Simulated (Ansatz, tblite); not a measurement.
# The cluster Cu3Te6: one state, many levels

How do method and basis change the picture of the cluster Cu3Te6 (doublet)?

Program: Ansatz 0.2.0, Gaussian basis. Level of theory: as each input shows. These are calculated values, not measurements.

Levels to be run: GFN1-xTB, GFN2-xTB, PBE-D4/def2-SVP, r2SCAN-D4/def2-SVP, B97M-V/def2-SVP, r2SCAN0-D4/def2-SVP, MP2/def2-SVP, RPA/def2-SVP.

7 further runs of the same task are left out: 7 that didn't finish.

### Step 1. The geometry

The geometry is that of the doublet, from an earlier relaxation (PBE-D4/def2-SVP). At that level it is the lowest of the isomers that a small search found.

9 atoms, charge 0, spin multiplicity 2.

Bond lengths: Cu1–Te4 2.654 Å, Cu1–Te6 2.556 Å, Cu1–Te7 2.656 Å, Cu2–Te4 2.552 Å, Cu2–Te5 2.673 Å, Cu2–Te8 2.568 Å, Cu3–Te5 2.505 Å, Cu3–Te6 2.536 Å, Cu3–Te8 2.712 Å, Te4–Te9 2.800 Å, Te5–Te7 2.844 Å, Te6–Te8 2.834 Å, Te7–Te9 2.757 Å. Angles: Te4–Cu1–Te6 121.1°, Te4–Cu1–Te7 96.5°, Te6–Cu1–Te7 139.5°, Te4–Cu2–Te5 116.6°, Te4–Cu2–Te8 118.7°, Te5–Cu2–Te8 115.0°, Te5–Cu3–Te6 147.7°, Te5–Cu3–Te8 115.8°, Te6–Cu3–Te8 65.3°, Cu1–Te4–Cu2 58.7°, Cu1–Te4–Te9 84.3°, Cu2–Te4–Te9 100.7°, Cu2–Te5–Cu3 57.3°, Cu2–Te5–Te7 88.6°, Cu3–Te5–Te7 86.7°, Cu1–Te6–Cu3 59.2°, Cu1–Te6–Te8 87.9°, Cu3–Te6–Te8 60.4° and more.

Te takes a core potential in the def2 sets. No spin-orbit coupling is included.

PBE0-D4/def2-SVP was run before; its log isn't repeated, and its numbers join the tables.

### Step 2. GFN1-xTB

Tight binding, by tblite at 300 K electronic temperature and without a spin-polarisation term:

```python
tblite.interface.Calculator('GFN1-xTB', numbers, positions, charge=0, uhf=1).singlepoint()
```

Energy -993.7950 eV; 0.018 s.

### Step 3. GFN2-xTB

Tight binding, by tblite at 300 K electronic temperature and without a spin-polarisation term:

```python
tblite.interface.Calculator('GFN2-xTB', numbers, positions, charge=0, uhf=1).singlepoint()
```

Energy -827.5087 eV; 0.048 s.

### Step 4. PBE-D4/def2-SVP

start.molden holds the orbitals of an earlier run on this state, given as this run's starting guess.

in.yaml reads:

```yaml
crystal:
  periodic: [false, false, false]
  atoms:
    - {symbol: Cu, position_ang: [0.196411, 0.115567, -1.207503]}
    - {symbol: Cu, position_ang: [0.334009, 0.546650, 1.305433]}
    - {symbol: Cu, position_ang: [1.027645, -1.653492, 0.377259]}
    - {symbol: Te, position_ang: [-0.465359, 2.468009, -0.171624]}
    - {symbol: Te, position_ang: [-1.246507, -1.605818, 1.426654]}
    - {symbol: Te, position_ang: [2.635010, -0.643669, -1.304112]}
    - {symbol: Te, position_ang: [-2.242701, -0.933056, -1.150434]}
    - {symbol: Te, position_ang: [2.850808, 0.052637, 1.434513]}
    - {symbol: Te, position_ang: [-3.089317, 1.653181, -0.710196]}
basis:
  gaussian: {orbitals: def2-SVP, initial_orbitals: start.molden}
magnetization: {spin_polarized: true, initial_magnetization: 1}
hamiltonian: {xc: pbe, dispersion: d4}
scf: {omitted_lower_state_checks: [starts]}
output: {orbitals: {seedname: orbitals}}
```

On the command line:

```sh
> ansatz run in.yaml --threads 4 --pin off --events-out ev --progress --plain --max-ram 6963MiB
```

The runs that follow: r2SCAN-D4/def2-SVP; B97M-V/def2-SVP; r2SCAN0-D4/def2-SVP; MP2/def2-SVP; RPA/def2-SVP.

**Question.** What will the summary of the whole plan be? Wanted: gap in def2-SVP, named functionals, smallest and largest; correlation energy, MP2/def2-SVP; binding an atom, functionals in def2-SVP; ⟨S²⟩ in def2-SVP, named functionals, smallest and largest.

As calculated:

| quantity | value |
| --- | --- |
| gap in def2-SVP, named functionals, smallest and largest | 0.28 eV (PBE-D4), 1.72 eV (r2SCAN0-D4) |
| correlation energy, MP2/def2-SVP | -46.53 eV |
| binding an atom, functionals in def2-SVP | 2.43 (r2SCAN0-D4) to 2.81 eV (PBE-D4) |
| ⟨S²⟩ in def2-SVP, named functionals, smallest and largest | 0.752, 0.758 |

Orbital gaps of the named functionals in def2-SVP span 0.28 eV (PBE-D4) to 1.72 eV (r2SCAN0-D4); exact exchange widens it. Over the named functionals in def2-SVP spin contamination reaches 0.01 (r2SCAN0-D4), which is small.
